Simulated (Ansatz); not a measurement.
# HfB2 (P6/mmm): point defect (vacancy) in a supercell, by script

What does a point defect do in HfB2 (P6/mmm)? A script is to give a point defect (vacancy) in a supercell; the system is HfB2 (P6/mmm).

Program: Ansatz 0.2.0 through its Python package. Level of theory: DFT PBEsol, plane waves, PAW. These are calculated values, not measurements.

### Step 1. Starting point

It takes space group P6/mmm (No. 191, hexagonal). Conventional cell: a = 3.140 Å, b = 3.140 Å, c = 3.480 Å, α = 90.00°, β = 90.00°, γ = 120.00°. Hf (site symmetry 6/mmm) is surrounded by 12 B at 2.51 Å. B (site symmetry -6m2) is surrounded by 3 B at 1.81 Å and 6 Hf at 2.51 Å.

The script holds or builds the structure itself.

### Step 2. The script

File defect_hfb2.py:

```python
"""A vacancy in a supercell of HfB2, against the perfect cell."""

import ansatz as az
import numpy as np

config = {
    "xc": "pbesol",
    "mesh": (3, 3, 4),
    "filling": "fermi_dirac",
}

crystal = (
    az.Lattice.of((3.14, 0.0, 0.0), (-1.57, 2.71932, 0.0), (0.0, 0.0, 3.48))
    .atom("Hf", (0.0, 0.0, 0.0))
    .atom("B", (1 / 3, 2 / 3, 0.5))
    .atom("B", (2 / 3, 1 / 3, 0.5))
)
host = crystal.supercell(2, 2, 1)
defective = host.vacancy("B", at=(2 / 3, 1 / 3, 0.5))

def settled(structure):
    return (
        structure.calculation()
        .functional(config["xc"])
        .kpoints(mesh=config["mesh"], center="gamma")
        .occupations(config["filling"])  # fractional filling near the Fermi level
        .band_table()  # levels at the mesh points
    )


perfect = settled(host).run().report
base = (
    settled(defective)
    .relax(force_tolerance=0.03, max_steps=40)
)
done = base.run()
r = done.report

n_host, n_defect = len(perfect["lattice"]["sites"]), len(r["lattice"]["sites"])
print(f"perfect cell: {n_host} atoms, F = {perfect['free_energy_ev']:.4f} eV")
print(f"defect cell:  {n_defect} atoms, F = {r['free_energy_ev']:.4f} eV")
# chemical potentials are still to be added to this difference
print(f"difference {r['free_energy_ev'] - perfect['free_energy_ev']:.4f} eV (no chemical potentials)")

for site in done.lattice.sites:
    print(f"{site.symbol:2s}", " ".join(f"{v:8.4f}" for v in site.position_ang))

for label, run in (("perfect", perfect), ("defect", r)):
    levels, filled = np.array(run["eigenvalues_ev"][0]), np.array(run["occupations"][0])
    top = int(np.argmin(np.abs(levels - run["fermi_energy_ev"])))
    window = slice(max(top - 3, 0), top + 4)
    print(label, "levels near E_F at the first k-point:", ", ".join(f"{e - run['fermi_energy_ev']:.2f} ({f:.2f})" for e, f in zip(levels[window], filled[window])))
```

### Step 3. The input behind the calls

The package turns the script's settings into the engine's input (first run):

```yaml
crystal:
  lattice:
    - [3.14, 0.0, 0.0]
    - [-1.57, 2.71932, 0.0]
    - [0.0, 0.0, 3.48]
  atoms:
    - { symbol: Hf, position: [0.0, 0.0, 0.0] }
    - { symbol: B, position: [0.3333333333333333, 0.6666666666666666, 0.5] }
    - { symbol: B, position: [0.6666666666666666, 0.3333333333333333, 0.5] }
  supercell: [2, 2, 1]
kpoints:
  mp_grid:
    grid: [3, 3, 4]
    shift: [0.0, 0.0, 0.0]
hamiltonian:
  xc: pbesol
scf:
  occupations:
    method: fermi_dirac
output:
  eigenvalues: true
```

### Step 4. Launch

The run is started by

```console
$ python defect_hfb2.py
```

Q: Predict the main results. Wanted: moves of the relaxation of run 2; energy gained in run 2; last largest force component of run 2.

As calculated:

```
                             quantity         value
                        runs compared             2
     moves of the relaxation of run 2             2
               energy gained in run 2  5.5 meV/atom
last largest force component of run 2   0.0024 eV/Å
```

What this shows: The dearest, run 2 (relaxation), took some 8.8 times as long as run 1 (single point). A formation energy would need chemical potentials for the atoms added or removed, which the two totals don't give. The cell is small, so the defect feels its images. Run 2: After 2 moves the largest shift is 0.045 Å. The computed bands are complete only to about 4.7 eV above the Fermi level. The mesh is modest for a metal, so energies can be off by several to tens of meV an atom and pressures by half a GPa or more; differences at equal mesh fare better. The difference holds no chemical potentials. Errors of mesh and smearing per atom add up over the supercell, so the energy can be off by tenths of an eV. Each cell's levels count from its own Fermi level and aren't aligned; one k-point can hide that the defect cell is metallic. The supercell is small, so the defect meets its images and the energies aren't those of an isolated defect; a partly filled defect level may also lower its energy by spin or distortion. For a charged cell the difference holds no correction, alignment or term for the electrons' reservoir. Spin-orbit coupling is left out, though heavy elements are present.
